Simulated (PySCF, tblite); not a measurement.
# C₃H₇FGeO₂: geometry, infrared bands and NMR shifts

What infrared bands and NMR shifts should C₃H₇FGeO₂ (`O=C(O)[CH2][GeH2][CH2]F`) show?

Computed with tblite 0.8.0 and PySCF 2.14.0, with density-fitted response routines of our own, on a single molecule in the gas phase. Atoms are numbered from 0 throughout.

**1. The molecule as given**

14 atoms, charge 0, multiplicity 1; geometry from: force field or distance geometry start.

Bonds of the start (Å): O0–C1 1.28, C1–O2 1.38, C1–C3 1.49, C3–Ge4 1.96, Ge4–C5 1.95, C5–F6 1.38, O2–H7 1.02, C3–H8 1.12, C3–H9 1.10, Ge4–H10 1.54, Ge4–H11 1.55, C5–H12 1.12, C5–H13 1.11.

**2. Relaxing the molecule with GFN2-xTB**

What the job is given:

```
{"job": {"kind": "relax", "xc": "GFN2-xTB", "basis": "xTB"}, "charge": 0, "multiplicity": 1}
O      2.593600     0.275500     0.490200
C      1.603800     0.535100    -0.274300
O      1.225500     1.844400    -0.475400
C      0.841900    -0.577100    -0.902100
Ge    -0.576500    -1.170900     0.313000
C     -1.805300     0.303200     0.637600
F     -2.331100     0.745000    -0.561100
H      1.720700     2.620300    -0.040000
H      1.523000    -1.443500    -1.103800
H      0.388500    -0.242100    -1.844000
H      0.040700    -1.642100     1.644300
H     -1.352800    -2.344600    -0.347400
H     -2.624000    -0.039200     1.314800
H     -1.248800     1.135400     1.125800
```

On the command line:

```console
$ OMP_NUM_THREADS=1 python probes_run.py task.json out
```

One launch serves the whole session: the jobs run in the order shown.

**Question.** This job is followed by: GFN2-xTB harmonic vibrations, gas phase; GIAO PBE0/pcSseg-1 NMR shielding, non-relativistic, gas phase. Predict these results of the whole session: strongest single infrared mode (GFN2-xTB); zero-point energy (GFN2-xTB); ¹³C shifts against TMS (PBE0/pcSseg-1); ¹H shifts against TMS (PBE0/pcSseg-1, means over atoms taken as alike); ¹⁷O shifts against H2O (PBE0/pcSseg-1); ⁷³Ge shifts against GeMe4 (PBE0/pcSseg-1); ¹⁹F shifts against CFCl3 (PBE0/pcSseg-1); surface potential, 1st and 99th percentile.

**Answer**, as computed:

```
                                                              quantity                       value
                             strongest single infrared mode (GFN2-xTB)       1803 cm⁻¹, 598 km/mol
                                          zero-point energy (GFN2-xTB)               58.4 kcal/mol
                                ¹³C shifts against TMS (PBE0/pcSseg-1)       175.3, 82.5, 17.3 ppm
¹H shifts against TMS (PBE0/pcSseg-1, means over atoms taken as alike)  5.87, 5.41, 4.17, 2.28 ppm
                                ¹⁷O shifts against H2O (PBE0/pcSseg-1)            449.3, 215.8 ppm
                             ⁷³Ge shifts against GeMe4 (PBE0/pcSseg-1)                    -153 ppm
                              ¹⁹F shifts against CFCl3 (PBE0/pcSseg-1)                  -298.3 ppm
                                 surface potential, 1st and 99th percentile          -1.55 V and 2.53 V
```

What this shows: Over 188 steps the energy fell by 0.629 eV; of the close pairs, O0–C1 changed most, 1.277 to 1.199 Å. All 36 modes are real, so the xTB geometry is a minimum. The strongest single mode, at 1803 cm⁻¹, moves mainly C1 and O0. GFN2-xTB is a fitted tight-binding method: band positions and strengths are rough. Its intensities can rank the bands wrongly. C1 (carboxylic acid carbon) lies farthest downfield among carbon, at 175.3 ppm; it is a carbonyl in resonance with an O or N lone pair, the region of acids, esters and amides. At PBE0/pcSseg-1: The widest tensor belongs to O0: span 612 ppm, with a paramagnetic part of -511 ppm. Spin-orbit coupling is left out, which matters for shieldings and couplings at and beside the heavy atoms.
